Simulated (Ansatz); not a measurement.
# LaAgSeF: from the start to rest

The start is LaAgSeF, a borrowed structure type, volume estimated. Where does it settle when we relax cell and atoms at 20 GPa, and what is it like there?

All numbers below are computed with Ansatz 0.2.0 (DFT, PBE, no spin polarisation, plane waves, PAW).

## (1) Geometry

The structure is tetragonal, space group P4/nmm (No. 129). Conventional cell: a = 4.085 Å, b = 4.085 Å, c = 9.064 Å, α = 90.00°, β = 90.00°, γ = 90.00°. La (site symmetry 4mm) has 4 F at 2.47 Å as nearest neighbours. Around Ag (site symmetry -4m2) lie 4 Se at 2.71 Å and 4 Ag at 2.89 Å. Around Se (site symmetry 4mm) lie 4 Ag at 2.71 Å. Around F (site symmetry -4m2) lie 4 La at 2.47 Å.

Structure file:

```xyz
8
Lattice="4.0849 0.0000 0.0000 0.0000 4.0849 0.0000 0.0000 0.0000 9.0643" Properties=species:S:1:pos:R:3 pbc="T T T"
La    1.0212    1.0212    3.1506
La    3.0636    3.0636    5.9137
Ag    3.0636    1.0212    0.0000
Ag    1.0212    3.0636    0.0000
Se    3.0636    3.0636    1.7838
Se    1.0212    1.0212    7.2804
F     3.0636    1.0212    4.5321
F     1.0212    3.0636    4.5321
```

The first density is read from a saved solution for the starting cell.

## (2) The relaxation

input.yaml

```yaml
crystal:
  lattice:
    - [4.084852, 0.0, 0.0]
    - [0.0, 4.084852, 0.0]
    - [0.0, 0.0, 9.064262]
  atoms:
    - { symbol: La, position: [0.25, 0.25, 0.34758] }
    - { symbol: La, position: [0.75, 0.75, 0.65242] }
    - { symbol: Ag, position: [0.75, 0.25, 0.0] }
    - { symbol: Ag, position: [0.25, 0.75, 0.0] }
    - { symbol: Se, position: [0.75, 0.75, 0.1968] }
    - { symbol: Se, position: [0.25, 0.25, 0.8032] }
    - { symbol: F, position: [0.75, 0.25, 0.5] }
    - { symbol: F, position: [0.25, 0.75, 0.5] }
  symmetry: { tolerance: 0.0003 }
kpoints:
  mp_grid: { grid: [6, 6, 3], shift: [0, 0, 0] }
magnetization:
  spin_polarized: false
scf:
  occupations: { method: cold, width: 0.0103 }
  lower_state_search: "off"
hamiltonian:
  pseudopotentials: { kind: paw }
  xc: pbe
basis:
  ecutwfc: 420
  fft_grid_basis: typed
relax:
  max_steps: 80
  cell: { p_target: 20.0 }
output:
  forces: true
  stress: true
  eigenvalues: true
  bader: true
  populations: true
  elf: true
  write_potential: true
  volumetric_format: npy
  dos:
    e_range: [-12, 8]
    de: 0.05
    projected: { site_lists: { Ag: [Ag], F: [F], La: [La], Se: [Se] } }
  write_density: true
checkpoint:
  read: saved_state
```

Command:

```sh
> ansatz run input.yaml --threads 2 --pin off --max-ram 3584MiB --backend cpu --events-out ev --progress --plain --runs-dir out
```

**Question.** What will these runs give? Wanted: moves; largest move; cell; volume; pressure at the end; character; Bader charges.

The runs gave:

| quantity | value |
| --- | --- |
| moves | 7 |
| largest move | 0.24 Å (Se) |
| space group (0.01 Å), before / after | P4/nmm / P4/nmm |
| cell | a = 3.903 Å, b = 3.903 Å, c = 8.876 Å, α = 90.00°, β = 90.00°, γ = 90.00° |
| volume | 16.91 Å³/atom (-10.6 %) |
| pressure at the end | 20.02 GPa |
| character | metal |
| density of states, mean within 0.25 eV of the Fermi level | 5.8 per eV per cell |
| Bader charges | La +1.74, Ag -0.03, Se -0.90, F -0.81 e |

In words: The volume shrank by 10.6 %, and the largest move of an atom is 0.24 Å apart from the change of the cell. With 16 symmetry operations imposed, the end may be a saddle point towards distortions that break them. The cell is metallic; within 0.25 eV of the Fermi level the density of states averages 5.8 per eV per cell, mostly La d (35 %), Ag s (19 %) and Se p (14 %). By Bader's partition La gives up most (+1.74 e) and Se takes most (-0.90 e).
